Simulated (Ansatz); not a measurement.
# Mo3P4: the cost of one run

Program: Ansatz 0.2.0. Level of theory: DFT PBE, scalar-relativistic, plane waves, PAW. These are calculated values, not measurements.

1 further run of the same task is left out (it didn't finish).

## (1) The structure to begin with

The structure is cubic, space group P-43m (No. 215). The conventional cell has a = 5.240 Å, b = 5.240 Å, c = 5.240 Å, α = 90.00°, β = 90.00°, γ = 90.00°. Around Mo (site symmetry -42m) lie 4 P at 2.36 Å. Around P (site symmetry 3m) lie 3 Mo at 2.36 Å.

Structure file:

```cif
data_structure
_symmetry_space_group_name_H-M 'P-43m'
_symmetry_Int_Tables_number 215
_cell_length_a 5.2397
_cell_length_b 5.2397
_cell_length_c 5.2397
_cell_angle_alpha 90.000
_cell_angle_beta 90.000
_cell_angle_gamma 90.000
_cell_volume 143.86
loop_
_atom_site_label
_atom_site_type_symbol
_atom_site_symmetry_multiplicity
_atom_site_Wyckoff_symbol
_atom_site_fract_x
_atom_site_fract_y
_atom_site_fract_z
_atom_site_occupancy
Mo1 Mo 3 d 0.00000 0.00000 0.50000 1
P1 P 4 e 0.72378 0.27622 0.27622 1
```

The cell is invented: species swapped into a database cell of Si3As4 (P-43m, No. 215), with Mo on the Si sites and P on the As sites. Its size is a rough estimate.

## (2) The guess as it stands, on a coarse mesh

Input file input.yaml:

```yaml
crystal:
  lattice:
    - [5.23974906, 0.0, 0.0]
    - [0.0, 5.23974906, 0.0]
    - [0.0, 0.0, 5.23974906]
  atoms:
    - { symbol: Mo, position: [0.0, 0.0, 0.5] }
    - { symbol: Mo, position: [0.5, 0.0, 0.0] }
    - { symbol: Mo, position: [0.0, 0.5, 0.0] }
    - { symbol: P, position: [0.72377767, 0.27622233, 0.27622233] }
    - { symbol: P, position: [0.27622233, 0.72377767, 0.27622233] }
    - { symbol: P, position: [0.27622233, 0.27622233, 0.72377767] }
    - { symbol: P, position: [0.72377767, 0.72377767, 0.72377767] }
basis:
  ecutwfc: 420
kpoints:
  mp_grid: { grid: [4, 4, 4] }
hamiltonian:
  xc: pbe
scf:
  occupations: { method: gaussian, width: 0.1 }
  lower_state_search: "off"
output:
  forces: true
  stress: true
  eigenvalues: true
```

On the command line:

```console
> ansatz run input.yaml --threads 1 --pin off --max-ram 2048MiB --backend cpu --events-out ev --progress --plain --runs-dir out
```

Q: Estimate wall time and peak memory on 1 thread of Intel Xeon Platinum 8375C at 2.90GHz (Ice Lake), shared host.

About 3.7 s, with a peak of 0.39 GiB.
